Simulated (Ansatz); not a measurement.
# C2H9NSi: the cost of one run

Method: RKS B3LYP/6-31G*, in Ansatz 0.2.0.

## Step 1: The system as given

Bond lengths: Si1–N2 1.820 Å, N2–C3 1.470 Å, C3–H4 1.110 Å, C3–H5 1.110 Å, C3–H6 1.110 Å, N2–C7 1.470 Å, C7–H8 1.110 Å, C7–H9 1.110 Å, C7–H10 1.110 Å, Si1–H11 1.460 Å, Si1–H12 1.459 Å, Si1–H13 1.459 Å. Angles (14 of 21 angles, heavy atoms first): Si1–N2–C3 120.0°, Si1–N2–C7 120.0°, C3–N2–C7 120.0°, N2–Si1–H11 109.5°, N2–Si1–H12 109.5°, N2–Si1–H13 109.5°, N2–C3–H4 109.5°, N2–C3–H5 109.5°, N2–C3–H6 109.5°, N2–C7–H8 109.5°, N2–C7–H9 109.5°, N2–C7–H10 109.5°, H11–Si1–H12 109.5°, H11–Si1–H13 109.5°.

As a file:

```xyz
13

Si    0.0000    0.0000    0.0000
N     0.0000    0.0000    1.8200
C    -1.2162   -0.3762    2.5550
H    -1.8642   -0.9999    1.9045
H    -0.9378   -0.9533    3.4614
H    -1.7663    0.5401    2.8549
C     1.2162    0.3762    2.5550
H     1.4641   -0.4163    3.2916
H     2.0585    0.4943    1.8418
H     1.0457    1.3351    3.0874
H     1.3768    0.0000   -0.4862
H    -0.6877    1.1914   -0.4862
H    -0.6877   -1.1914   -0.4862
```

## Step 2: Relaxing the start

input.yaml

```yaml
crystal:
  periodic: [false, false, false]
  atoms:
    - { symbol: Si, position_ang: [0.0, 0.0, 0.0] }
    - { symbol: "N", position_ang: [0.0, 0.0, 1.82] }
    - { symbol: C, position_ang: [-1.2162, -0.3762, 2.555] }
    - { symbol: H, position_ang: [-1.8642, -0.9999, 1.9045] }
    - { symbol: H, position_ang: [-0.9378, -0.9533, 3.4614] }
    - { symbol: H, position_ang: [-1.7663, 0.5401, 2.8549] }
    - { symbol: C, position_ang: [1.2162, 0.3762, 2.555] }
    - { symbol: H, position_ang: [1.4641, -0.4163, 3.2916] }
    - { symbol: H, position_ang: [2.0585, 0.4943, 1.8418] }
    - { symbol: H, position_ang: [1.0457, 1.3351, 3.0874] }
    - { symbol: H, position_ang: [1.3768, 0.0, -0.4862] }
    - { symbol: H, position_ang: [-0.6877, 1.1914, -0.4862] }
    - { symbol: H, position_ang: [-0.6877, -1.1914, -0.4862] }
basis:
  gaussian: { orbitals: "6-31G*" }
hamiltonian:
  xc: b3lyp
relax:
  f_tol: 0.02
  max_steps: 40
output:
  orbitals: {}
```

Launch:

```bash
ansatz run input.yaml --threads 1 --pin off --max-ram 2048MiB --backend cpu --events-out ev --progress --plain --runs-dir out
```

What time and memory should one allow on 1 thread of Arm Neoverse V2, shared host?

About 32 s, with a peak of 0.17 GiB.
